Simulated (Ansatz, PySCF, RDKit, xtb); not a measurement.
# [GeP2H2]−: a search for the lowest isomer, part 2 of 2

Only the formula [GeP2H2]− is given (charge -1, odd number of electrons). Aim: find the structure of lowest free energy at 298.15 K, then its properties.

xtb, Ansatz and PySCF; isolated molecules. Earlier steps stand in the parts before.

### 10 Last filter: a higher level

Single points at CCSD(T)/def2-SVPD + MP2/def2-TZVPPD - MP2/def2-SVPD on the refined geometries decide the order.

c354, CCSD(T)/def2-SVPD:

Input file input.yaml:

```yaml
basis:
  gaussian:
    orbitals: def2-SVPD
crystal:
  periodic: [false, false, false]
  atoms:
    - {symbol: Ge, position_ang: [1.222206, 0.906508, 0.987383]}
    - {symbol: P, position_ang: [-0.903665, -0.244627, 0.937763]}
    - {symbol: P, position_ang: [0.053156, 0.242452, -1.022407]}
    - {symbol: H, position_ang: [-0.741312, 1.421487, -1.241052]}
    - {symbol: H, position_ang: [-0.441627, -1.606798, 0.948630]}
total_charge: -1
magnetization:
  spin_polarized: true
  initial_magnetization: 1
correlation:
  method: ccsd_t
  frozen_orbitals: {H: 0, P: 5, Ge: 9}
scf:
  omitted_lower_state_checks: [cluster_reference]
```

Command:

```
$ ansatz run input.yaml --threads 2 --pin off --max-ram 4350MiB --events-out events.jsonl --progress --plain --runs-dir runs
```

Standard output, cut to the lines that bear on the results:

```text
Warning: RAYON_NUM_THREADS=2 ignored (pool sized by the plan → 2); use --threads N
Functional definition: HF
  name "HF"
[...]
961 factors; integrals over basis functions are off by at most 1.1e-3 eV
[...]
mean field -75036.98709047 eV, -2757.5584136782 hartree, gradient 5.3e-6 eV, S^2 0.772926; 0 other end points of the search recorded, 0 dependent functions left out
19 core orbitals not correlated: weight in the atoms' cores, before any rotation towards them, 1.000 or more for the frozen orbitals, at most 0.000 for the correlated occupied ones
reference -75036.98709047 eV, -2757.5584136782 hartree; 14, 13 occupied and 69, 70 virtual orbitals, 961 factors
second order -12.78633956 eV of doubles, -0.00000000 eV of singles
cycle   1  -12.99683356 eV  change   -2.1e-1 eV  update   1.1e-1
[...]
cycle  11  -13.55347114 eV  change   -2.5e-5 eV  update   2.3e-5
perturbative correction -0.63259806 eV, -0.0232475498 hartree
Total energy: -75051.17315967 eV, -2758.0797421057 hartree
Checks for a lower state left out: cluster_reference
```

Wall time 7.2 s (2 threads of Intel Xeon 6975P-C (Granite Rapids), shared host); peak memory 0.56 GiB.

### 11 c354 at MP2/def2-TZVPPD

Input file input.yaml:

```yaml
basis:
  gaussian:
    orbitals: def2-TZVPPD.json
crystal:
  periodic: [false, false, false]
  atoms:
    - symbol: Ge
      position_ang: [1.222206, 0.906508, 0.987383]
    - symbol: P
      position_ang: [-0.903665, -0.244627, 0.937763]
    - symbol: P
      position_ang: [0.053156, 0.242452, -1.022407]
    - symbol: H
      position_ang: [-0.741312, 1.421487, -1.241052]
    - symbol: H
      position_ang: [-0.441627, -1.606798, 0.948630]
total_charge: -1
magnetization:
  spin_polarized: true
  initial_magnetization: 1
correlation:
  method: mp2
  frozen_orbitals: {H: 0, P: 5, Ge: 9}
```

The basis set def2-TZVPPD is read from a file made from the Basis Set Exchange's data (not shown).

Command:

```
$ ansatz run input.yaml --threads 2 --pin off --max-ram 4350MiB --events-out events.jsonl --progress --plain --runs-dir runs
```

Standard output:

```text
Warning: RAYON_NUM_THREADS=2 ignored (pool sized by the plan → 2); use --threads N
Functional definition: HF
  name "HF"
  exchange = exact_x
  correlation = 0
1086 factors; integrals over basis functions are off by at most 1.1e-3 eV
mean field evaluation 1: about -75048.8766 eV, gradient 1.3e1 eV
mean field evaluation 2: about -75048.8807 eV, gradient 1.3e1 eV
mean field evaluation 4: about -75050.4275 eV, gradient 2.0e0 eV
mean field evaluation 8: about -75050.5179 eV, gradient 8.3e-3 eV
mean field -75050.51793388 eV, -2758.0556630021 hartree, gradient 2.8e-6 eV, S^2 0.772393; 0 other end points of the search recorded, 0 dependent functions left out
19 core orbitals not correlated: weight in the atoms' cores, before any rotation towards them, 1.000 or more for the frozen orbitals, at most 0.000 for the correlated occupied ones
reference -75050.51793388 eV, -2758.0556630021 hartree; 14, 13 occupied and 151, 152 virtual orbitals, 1086 factors
second order -14.85965667 eV of doubles, -0.00000000 eV of singles
Total energy: -75065.37759056 eV, -2758.6017453126 hartree
```

Wall time 4.8 s (2 threads of Intel Xeon 6975P-C (Granite Rapids), shared host); peak memory 0.48 GiB.

### 12 c809 at CCSD(T)/def2-SVPD

Input file input.yaml:

```yaml
basis:
  gaussian:
    orbitals: def2-SVPD
crystal:
  periodic: [false, false, false]
  atoms:
    - symbol: Ge
      position_ang: [-0.392297, 0.974442, -0.275099]
    - symbol: P
      position_ang: [-0.843389, -0.490204, 1.593448]
    - symbol: P
      position_ang: [1.148813, -0.688430, 0.561587]
    - symbol: H
      position_ang: [0.793565, -1.756523, -0.335160]
    - symbol: H
      position_ang: [-1.535853, -1.524895, 0.871592]
total_charge: -1
magnetization:
  spin_polarized: true
  initial_magnetization: 1
correlation:
  method: ccsd_t
  frozen_orbitals: {H: 0, P: 5, Ge: 9}
scf:
  omitted_lower_state_checks: [cluster_reference]
```

Command:

```
$ ansatz run input.yaml --threads 2 --pin off --max-ram 4350MiB --events-out events.jsonl --progress --plain --runs-dir runs
```

Standard output, cut to the lines that bear on the results:

```text
Warning: RAYON_NUM_THREADS=2 ignored (pool sized by the plan → 2); use --threads N
Functional definition: HF
  name "HF"
[...]
958 factors; integrals over basis functions are off by at most 6.0e-4 eV
[...]
mean field -75036.89343303 eV, -2757.5549718308 hartree, gradient 8.5e-6 eV, S^2 0.773613; 0 other end points of the search recorded, 0 dependent functions left out
19 core orbitals not correlated: weight in the atoms' cores, before any rotation towards them, 1.000 or more for the frozen orbitals, at most 0.000 for the correlated occupied ones
reference -75036.89343303 eV, -2757.5549718308 hartree; 14, 13 occupied and 69, 70 virtual orbitals, 958 factors
second order -12.78226375 eV of doubles, -0.00000000 eV of singles
cycle   1  -12.99970117 eV  change   -2.2e-1 eV  update   1.1e-1
[...]
cycle  11  -13.56012846 eV  change   -1.9e-5 eV  update   1.7e-5
perturbative correction -0.63341926 eV, -0.0232777284 hartree
Total energy: -75051.08698075 eV, -2758.0765750888 hartree
Checks for a lower state left out: cluster_reference
```

It took 12 s on 2 threads of Intel Xeon 6975P-C (Granite Rapids), shared host; peak memory 0.71 GiB.

### 13 The ranking

Energies in kcal/mol from c354; G adds the thermal terms to the CCSD(T)/def2-SVPD + MP2/def2-TZVPPD - MP2/def2-SVPD energy. The columns left of the relaxed level are at the tight-binding geometries.

```
label            SMILES     spin  GFN2-xTB  HF/STO-3G  r2SCAN-D4/def2-SVPD  PBE0-D3(BJ)/def2-SVPD  HF/def2-SVPD  MP2/def2-SVPD  CCSD(T)/def2-SVPD + MP2/def2-TZVPPD - MP2/def2-SVPD    G  share at equilibrium     T1
 c354  [PH]1[PH][Ge]1 ‡  doublet       0.0        0.0                  0.0                    0.0           0.0            0.0                                                  0.0  0.0                95.8 %  0.017
 c809  [PH]1[PH][Ge]1 ‡  doublet       2.9        2.1                  2.3                    2.1           2.2            2.3                                                  2.1  1.9                 4.2 %  0.017
 c223  [P-]1[P@H][GeH]1  doublet      -2.0        0.3                  4.8                    7.2           6.7            8.4                                                  7.2  5.7               < 0.1 %  0.021
```

‡ marks the bonded skeleton alone, with all bonds drawn single: no Lewis structure was assigned that passes a check against the bond lengths.

Lowest found: c354, `[PH]1[PH][Ge]1` ‡, a doublet of point group C2. Bond lengths: Ge1–P2 2.418 Å, Ge1–P3 2.418 Å, P2–P3 2.235 Å, P3–H4 1.438 Å, P2–H5 1.438 Å. Angles: Ge1–P2–P3 62.5°, P2–Ge1–P3 55.1°, Ge1–P3–P2 62.5°, Ge1–P2–H5 99.7°, P3–P2–H5 94.3°, Ge1–P3–H4 99.7°, P2–P3–H4 94.3°.

```xyz
5

Ge    1.2222    0.9065    0.9874
P    -0.9037   -0.2446    0.9378
P     0.0532    0.2425   -1.0224
H    -0.7413    1.4215   -1.2411
H    -0.4416   -1.6068    0.9486
```

‡ marks the bonded skeleton alone, with all bonds drawn single: no Lewis structure was assigned that passes a check against the bond lengths.

### 14 Density, orbitals and dipole (PBE0/def2-TZVPD)

Input file input.yaml:

```yaml
crystal:
  periodic: [false, false, false]
  atoms:
    - {symbol: Ge, position_ang: [1.222206, 0.906508, 0.987383]}
    - {symbol: P, position_ang: [-0.903665, -0.244627, 0.937763]}
    - {symbol: P, position_ang: [0.053156, 0.242452, -1.022407]}
    - {symbol: H, position_ang: [-0.741312, 1.421487, -1.241052]}
    - {symbol: H, position_ang: [-0.441627, -1.606798, 0.948630]}
basis:
  gaussian:
    orbitals: def2-TZVPD
total_charge: -1
magnetization:
  spin_polarized: true
  initial_magnetization: 1
hamiltonian:
  xc: {name: PBE0}
output:
  forces: true
  orbitals: {seedname: orbitals}
```

Command:

```
$ ansatz run input.yaml --threads 2 --pin off --max-ram 4350MiB --events-out events.jsonl --progress --plain --runs-dir runs
```

Standard output, cut to the lines that bear on the results:

```text
Warning: RAYON_NUM_THREADS=2 ignored (pool sized by the plan → 2); use --threads N
Functional definition: PBE0
  name "PBE0"
[...]
1112 factors; their error is unknown
[...]
mean field -75116.08567966 eV, -2760.4652332160 hartree, gradient 7.3e-6 eV, S^2 0.756195; 0 other end points of the search recorded, 0 dependent functions left out
[...]
reference -75116.08570731 eV, -2760.4652342321 hartree; 33, 32 occupied and 125, 126 virtual orbitals, 1112 factors
Total energy: -75116.08570731 eV, -2760.4652342321 hartree
Atom 0 at     1.222206     0.906508     0.987383 Å, force    -0.124204    -0.068424    -0.077631 eV/Å
Atom 1 at    -0.903665    -0.244627     0.937763 Å, force     0.213696    -0.058736    -0.179542 eV/Å
Atom 2 at     0.053156     0.242452    -1.022407 Å, force    -0.132098     0.103689     0.230543 eV/Å
Atom 3 at    -0.741312     1.421487    -1.241052 Å, force     0.089247    -0.134525     0.033525 eV/Å
Atom 4 at    -0.441627    -1.606798     0.948630 Å, force    -0.046642     0.157997    -0.006895 eV/Å
Dipole moment:     0.134724     0.074220     0.084206 e Å
```

It took 4.2 s on 2 threads of Intel Xeon 6975P-C (Granite Rapids), shared host; peak memory 0.55 GiB.

### 15 Frequencies after a tight-binding relaxation (GFN2-xTB)

Input file start.xyz:

```xyz
5
c354
Ge     1.222206     0.906508     0.987383
P     -0.903665    -0.244627     0.937763
P      0.053156     0.242452    -1.022407
H     -0.741312     1.421487    -1.241052
H     -0.441627    -1.606798     0.948630
```

Command:

```
$ xtb start.xyz --gfn 2 --ohess tight --chrg -1 --uhf 1
```

Standard output, cut to the lines that bear on the results:

```text
* xtb version 6.7.1
[...]
          :  # basis functions                  32          :
[...]
          :  # electrons                        17          :
[...]
          :  Hamiltonian                  GFN2-xTB          :
[...]
          :  net charge                         -1          :
          :  unpaired electrons                  1          :
[...]
   *** convergence criteria satisfied after 14 iterations ***
[...]
   *** GEOMETRY OPTIMIZATION CONVERGED AFTER 10 ITERATIONS ***
[...]
   *** convergence criteria satisfied after 3 iterations ***
[...]
         ::                     SUMMARY                     ::
         :::::::::::::::::::::::::::::::::::::::::::::::::::::
         :: total energy              -8.197702008855 Eh    ::
         :: gradient norm              0.000213748943 Eh/a0 ::
         :: HOMO-LUMO gap              1.476152074246 eV    ::
         ::.................................................::
         :: SCC energy                -8.233174209637 Eh    ::
         :: -> isotropic ES            0.110861544521 Eh    ::
         :: -> anisotropic ES         -0.028750026131 Eh    ::
         :: -> anisotropic XC          0.004286261784 Eh    ::
         :: -> dispersion             -0.004520948719 Eh    ::
         :: repulsion energy           0.035472200782 Eh    ::
         :: add. restraining           0.000000000000 Eh    ::
         :: total charge              -1.000000000000 e     ::
         :::::::::::::::::::::::::::::::::::::::::::::::::::::
[...]
         9        1.0000           -0.1044235              -2.8415 (HOMO)
        10                         -0.0501760              -1.3654 (LUMO)
[...]
     #   Z          covCN         q      C6AA      α(0)
     1  32 Ge       1.880     0.125   253.889    33.285
     2  15 P        2.896    -0.590   189.618    24.743
     3  15 P        2.896    -0.590   189.618    24.743
     4   1 H        0.977     0.027     2.615     2.527
     5   1 H        0.977     0.027     2.615     2.527
[...]
          | TOTAL ENERGY               -8.197702008855 Eh   |
          | TOTAL ENTHALPY             -8.173934309391 Eh   |
          | TOTAL FREE ENERGY          -8.207434001333 Eh   |
          | GRADIENT NORM               0.000213749106 Eh/α |
[...]
```

It took 0.086 s on 2 threads of Intel Xeon 6975P-C (Granite Rapids), shared host.

### 16 Electronic excitations (TD-PBE0/def2-SVPD)

Input file run.py:

```python
from pyscf import gto, dft, tdscf

system = gto.Mole()
system.atom = [
    ('Ge', (1.222206, 0.906508, 0.987383)),
    ('P', (-0.903665, -0.244627, 0.937763)),
    ('P', (0.053156, 0.242452, -1.022407)),
    ('H', (-0.741312, 1.421487, -1.241052)),
    ('H', (-0.441627, -1.606798, 0.948630)),
]
system.verbose = 3
system.spin = 1
system.charge = -1
system.basis = 'def2-svpd'
system.max_memory = 3100
system.build()

myscf = dft.UKS(system)
myscf.xc = 'pbe0'
myscf = myscf.density_fit(auxbasis='def2-universal-jkfit')
myscf.grids.level = 2
myscf.max_cycle = 100
myscf.kernel()
if not myscf.converged:
    myscf = myscf.newton().run(myscf.mo_coeff, myscf.mo_occ)

e_final = myscf.e_tot
print('E = %.10f Eh' % e_final)

td = myscf.TDA()
td.nstates = 5
td.kernel()
td.analyze()
roots = td.e * 27.211386
osc = td.oscillator_strength()
print('state   eV      nm      f')
for i, (w, f) in enumerate(zip(roots, osc), 1):
    print('%3d %9.4f %8.1f %9.5f' % (i, w, 1239.842 / w, f))
```

Command:

```
$ OMP_NUM_THREADS=2 python run.py
```

Standard output:

```text
WARN: HOMO -0.130537052158734 >= LUMO -0.130537052158734

converged SCF energy = -2759.97173100671  <S^2> = 0.75623738  2S+1 = 2.0062277
E = -2759.9717310067 Eh
Excitation energies (eV)
[2.58293011 2.6855537  2.8575091  3.0356919  3.04838627]

** Excitation energies and oscillator strengths **
state   eV      nm      f
  1    2.5829    480.0   0.00198
  2    2.6856    461.7   0.02302
  3    2.8575    433.9   0.00003
  4    3.0357    408.4   0.00594
  5    3.0484    406.7   0.00156
```

Wall time 32 s (2 threads of Intel Xeon 6975P-C (Granite Rapids), shared host).

The roots found:

```
excited state  energy (eV)  strength
            1        2.583    0.0020
            2        2.686    0.0230
            3        2.858    0.0000
            4        3.036    0.0059
            5        3.048    0.0016
```

### 17 One electron fewer at the same geometry (PBE0/def2-TZVPD)

Edit input.yaml of step 14 so:

```diff
@@ -11,10 +11,3 @@
     orbitals: def2-TZVPD
-total_charge: -1
-magnetization:
-  spin_polarized: true
-  initial_magnetization: 1
 hamiltonian:
   xc: {name: PBE0}
-output:
-  forces: true
-  orbitals: {seedname: orbitals}
```

Command:

```
$ ansatz run input.yaml --threads 2 --pin off --max-ram 4350MiB --events-out events.jsonl --progress --plain --runs-dir runs
```

Standard output:

```text
Warning: RAYON_NUM_THREADS=2 ignored (pool sized by the plan → 2); use --threads N
Functional definition: PBE0
  name "PBE0"
  parameter a = 0.25
  parameter kappa = 0.804
  parameter beta = 0.06672455060314922
  exchange = (1 - a)*pbe_x(kappa = kappa, mu = beta*pi^2/3) + a*exact_x
  correlation = pbe_c(beta = beta)
1112 factors; their error is unknown
mean field evaluation 1: about -75112.3322 eV, gradient 2.5e1 eV
mean field evaluation 2: about -75108.2705 eV, gradient 4.4e1 eV
mean field evaluation 4: about -75114.2060 eV, gradient 2.1e0 eV
mean field evaluation 8: about -75114.5082 eV, gradient 5.9e-2 eV
mean field evaluation 16: about -75114.5082 eV, gradient 1.3e-5 eV
mean field -75114.50819186 eV, -2760.4072616085 hartree, gradient 1.3e-5 eV, S^2 0.000000; 0 other end points of the search recorded, 0 dependent functions left out
reference -75114.50821848 eV, -2760.4072625868 hartree; 32, 32 occupied and 126, 126 virtual orbitals, 1112 factors
Total energy: -75114.50821848 eV, -2760.4072625868 hartree
```

Wall time 1.7 s (2 threads of Intel Xeon 6975P-C (Granite Rapids), shared host).

Difference from the parent: 1.58 eV. Only this spin of the product was run; a higher spin can lie lower.

### 18 The quartet at the same geometry (PBE0/def2-TZVPD)

Edit input.yaml of step 17 so:

```diff
@@ -1 +1,4 @@
+basis:
+  gaussian:
+    orbitals: def2-TZVPD
 crystal:
@@ -8,6 +11,7 @@
     - {symbol: H, position_ang: [-0.441627, -1.606798, 0.948630]}
-basis:
-  gaussian:
-    orbitals: def2-TZVPD
+total_charge: -1
+magnetization:
+  spin_polarized: true
+  initial_magnetization: 3
 hamiltonian:
-  xc: {name: PBE0}
+  xc: pbe0
```

Command:

```
$ ansatz run input.yaml --threads 2 --pin off --max-ram 4350MiB --events-out events.jsonl --progress --plain --runs-dir runs
```

Standard output, cut to the lines that bear on the results:

```text
Warning: RAYON_NUM_THREADS=2 ignored (pool sized by the plan → 2); use --threads N
Functional definition: PBE0
  name "PBE0"
[...]
1112 factors; their error is unknown
[...]
mean field -75112.51110380 eV, -2760.3338699760 hartree, gradient 8.5e-6 eV, S^2 3.762073; 14 other end points of the search recorded, 0 dependent functions left out
reference -75112.51113499 eV, -2760.3338711222 hartree; 34, 31 occupied and 124, 127 virtual orbitals, 1112 factors
Total energy: -75112.51113499 eV, -2760.3338711222 hartree
```

It took 39 s on 2 threads of Intel Xeon 6975P-C (Granite Rapids), shared host; peak memory 0.75 GiB.

It lies 3.57 eV above the doublet.

### 19 Stability of the SCF solution (PBE0/def2-SVP)

Input file job.py:

```python
from pyscf import gto, dft

mol = gto.Mole()
mol.atom = [
    ('Ge', (1.222206, 0.906508, 0.987383)),
    ('P', (-0.903665, -0.244627, 0.937763)),
    ('P', (0.053156, 0.242452, -1.022407)),
    ('H', (-0.741312, 1.421487, -1.241052)),
    ('H', (-0.441627, -1.606798, 0.948630)),
]
mol.basis = 'def2-svp'
mol.spin = 1
mol.max_memory = 3100
mol.charge = -1
mol.verbose = 3
mol.build()

myscf = dft.UKS(mol, xc='pbe0')
myscf = myscf.density_fit(auxbasis='def2-universal-jkfit')
myscf.max_cycle = 100
myscf.grids.level = 3
myscf.kernel()
if not myscf.converged:
    myscf = myscf.newton().run(myscf.mo_coeff, myscf.mo_occ)

etot = myscf.e_tot
print('Final energy', etot)
mo_i, mo_e, stable_i, stable_e = myscf.stability(internal=True, external=True, return_status=True)
print('stable: internal', stable_i, 'external', stable_e)
```

Command:

```
$ OMP_NUM_THREADS=2 python job.py
```

Standard output:

```text
WARN: HOMO -0.128212709608938 >= LUMO -0.128212709608944

converged SCF energy = -2759.96037351726  <S^2> = 0.75557443  2S+1 = 2.0055667
Final energy -2759.9603735172605
<class 'pyscf.df.df_jk.DFUKS'> wavefunction is stable in the internal stability analysis
<class 'pyscf.df.df_jk.DFUKS'> wavefunction is stable in the real -> complex stability analysis
<class 'pyscf.df.df_jk.DFUKS'> wavefunction has an UHF/UKS -> GHF/GKS instability
stable: internal True external False
```

Wall time 38 s (2 threads of Intel Xeon 6975P-C (Granite Rapids), shared host); peak memory 0.48 GiB.

The stability test raises a flag; for an open shell a flag towards a general spinor solution can be the free rotation of the spin.

### 20 Summary of results

This closing draws on all 2 parts.

```
                                                        quantity                                                                                value
                                          lowest structure found                                                        [PH]1[PH][Ge]1 ‡, doublet, C2
                                                   next finalist                                  [PH]1[PH][Ge]1 ‡, doublet, 1.9 kcal/mol higher in G
                       share at equilibrium, among the finalists                                                                               95.8 %
                                                          funnel  51 starts, 19 minima at GFN2-xTB, 16 screening runs, 1 rescued, 6 relaxed, 3 ranked
                                            CPU time of all runs                                                                               27 min
harmonic wavenumbers, lowest and highest (PBE0-D3(BJ)/def2-SVPD)                                                                    268 and 2318 cm⁻¹
                             rotational constants, same geometry                                                         0.1996, 0.1045, 0.07082 cm⁻¹
            HOMO energy (highest over α and β) (PBE0/def2-TZVPD)                                                                              0.19 eV
             LUMO energy (lowest over α and β) (PBE0/def2-TZVPD)                                                                              3.04 eV
                           lowest excitation (TD-PBE0/def2-SVPD)                                                                  2.58 eV (f = 0.002)
                    strongest of the states computed, same level                                                                  2.69 eV (f = 0.023)
                                      vertical detachment energy                                                                              1.58 eV
                                   vertical quartet less doublet                                                                             +3.57 eV
```

**Reading.** The search ends on `[PH]1[PH][Ge]1` ‡. The next finalist is drawn with the same bonds. HF/STO-3G, r2SCAN-D4/def2-SVPD, PBE0-D3(BJ)/def2-SVPD, HF/def2-SVPD and MP2/def2-SVPD already put its bonding pattern lowest among the structures in one piece; GFN2-xTB favours the doublet [P-]1[P@H][GeH]1. The largest share of the time went into recheck (23 %). 3 minima inside the window were never screened. In an anion, excitations above the detachment energy lie in the continuum and hang on the basis, so they needn't be bound states. The stability test raises a flag; for an open shell a flag towards a general spinor solution can be the free rotation of the spin. The search is not exhaustive (a finite list of starts, one conformer a finalist), so a lower isomer can't be ruled out.

‡ marks the bonded skeleton alone, with all bonds drawn single: no Lewis structure was assigned that passes a check against the bond lengths.
